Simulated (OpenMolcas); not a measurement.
# Ag²⁺ among point charges: CASSCF and CASPT2 levels and susceptibility

How does a field of 2 point charges split the states of Ag²⁺, and what χT follows?

Program: OpenMolcas 26.06. Level of theory: state-averaged CASSCF and CASPT2, spin-orbit coupling by RASSI with atomic mean-field integrals. These are calculated values, not measurements, unless marked.

**1. The system**

| Property | Result |
| --- | --- |
| Species | Ag²⁺ (silver, Z = 47, 45 electrons) |
| Basis | ANO-RCC-VTZP [7s6p4d2f1g], 68 functions |
| Scalar Hamiltonian | DKH2, point nucleus |
| Inactive shells | 1s 2s 2p 3s 3p 3d 4s 4p |
| Active space | 9 electrons in 5 orbitals (4d) |
| Some configurations of this space | 4d⁹ |
| Orbitals | optimised for each spin and parity, averaged over all roots |

The outer shells:

4d9
```
4d [↑↓][↑↓][↑↓][↑↓][↑ ]
```

The ion sits among 2 point charges of -2 e arranged as a linear pair (D∞h), 2.06 Å from the ion.

Each step is its own input file, run in one work folder so that later steps find the files of earlier ones. Labels, J, g values, rates, χT and fits are worked out afterwards by a script from the matrices that RASSI stores. The input lists half of the charges; inversion (Group=XYZ) makes the rest.

**2. GATEWAY and SEWARD: basis and integrals**

a.inp reads:

```
&GATEWAY
Coord
1

Ag 0.0 0.0 0.0
Basis=ANO-RCC-VTZP
Group=XYZ
NoMove
AngMom=0.0 0.0 0.0
AMFI
XField
1 Angstrom 0
0.000000 0.000000 2.060000 -2.000000
&SEWARD
```

Run with:

```sh
> OMP_NUM_THREADS=1 MOLCAS_MEM=1689 MOLCAS_PROJECT=a pymolcas a.inp > a.log
```

**3. CASSCF: doublets of even parity, 5 roots**

a.inp reads:

```
&RASSCF
FileOrb=start.orb
Symmetry=1
Spin=2
nActEl=9 0 0
Inactive=9 9
Ras2=5 0
CIRoot=5 5 1
SDav=5
CIMx=300
Iter=120 100
PrWF=0.3
OrbListing=Nothing
MaxOrb=0
>>> COPY $Project.JobIph JOB001
```

start.orb holds the contracted functions of the basis, ordered by shell, or the orbitals of the step before.

**4. State interaction with spin-orbit coupling**

a.inp reads:

```
&RASSI
NrOfJobIphs=1 5
1 2 3 4 5
IphNames
JOB001
EJob
SpinOrbit
DIPRint=1.0
SOCoupling=1000.0
Subsets=2
Property=9
'ANGMOM' 1 'ANGMOM' 2 'ANGMOM' 3 'MLTPL  1' 1 'MLTPL  1' 2 'MLTPL  1' 3
'AMFI' 1 'AMFI' 2 'AMFI' 3
SOProperty=3
'ANGMOM' 1 'ANGMOM' 2 'ANGMOM' 3
```

**5. CASPT2: IPEA 0.25, imaginary shift 0.1 (closed shells correlated: 4s 4p)**

a.inp reads:

```
>>> COPY JOB001 $Project.JobIph
&CASPT2
Multistate=5 1 2 3 4 5
NoMult
Frozen=8 6
IPEA=0.25
Imaginary=0.1
MaxIter=60
WThr=0.0 0.3 0.05
PrWF=0.5
NoMix
```

(Steps that only read results are left out.)

What does the calculation give? Wanted: spin-free ground state; first state of the same spin within the active space; lowest level; next level.

The runs gave:

| quantity | value |
| --- | --- |
| method | SS-CASPT2, IPEA 0.25, imaginary shift 0.1 (closed shells correlated: 4s 4p) |
| spin-free ground state | 2Sigma, 1-fold in its orbital part |
| first state of the same spin within the active space | 2Pi at 3590 cm⁻¹ |
| lowest level | 2-fold, g = 1.72, 3.39, 3.39 |
| next level | 3319.6 cm⁻¹ |
| χT at 300 K | 0.89 cm³ K/mol |
| effective moment at 300 K | 2.67 μB |

Cost by method:

```
                                              method  time of its own steps  time with the reference
                                           A. CASSCF                  1.9 s                    1.9 s
B. SS-CASPT2, IPEA 0.25, imaginary shift 0.1, +4s 4p                 0.82 s                    2.8 s
```

Times are of one thread on a shared host.

**Reading.** The spin-free ground state (2Sigma) comes to 100 % from free-ion D terms and keeps the highest spin of the shell. χT at 300 K is 0.89, against 0.38 cm³ K/mol for the spin alone, so orbital moment adds to it. The field of point charges can differ much from that of real complexes. Point charges carry no covalency, so the field is a model and not that of real ligands.
